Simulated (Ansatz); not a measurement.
HPbNO4, 7 atoms in the cell. The typed cell holds 7 atoms: a = 4.204 Å, b = 4.339 Å, c = 6.729 Å, α = 71.95°, β = 72.29°, γ = 62.23°. The cell was built by a generator and needn't be a form met in nature.

```yaml
Program: Ansatz 0.2.0
Task: relaxation of cell and atoms
Functional: PBEsol
Potentials_or_basis: all-electron PAW datasets made for the crystal
k_mesh: 4 × 4 × 3
Occupations: fermi-dirac, width 0.05 eV
Spin: no spin polarisation
```

Potentials or basis: all-electron PAW datasets made for the crystal.

The run is started by

```bash
$ ansatz run input.yaml --threads 8 --pin off --max-ram 24576MiB --backend cpu --events-out ev --progress --plain --runs-dir out
```

Hardware: 8 threads of Intel(R) Xeon(R) Platinum 8488C (Sapphire Rapids), with other jobs on the host.

Estimate the wall time of this run.

Wall time 98 s on 8 threads of Intel(R) Xeon(R) Platinum 8488C (Sapphire Rapids), with other jobs on the host, peak memory 2.5 GiB. Counts: scf iterations 82, plane waves 7005, k points 26, bands 29, ion steps 10.
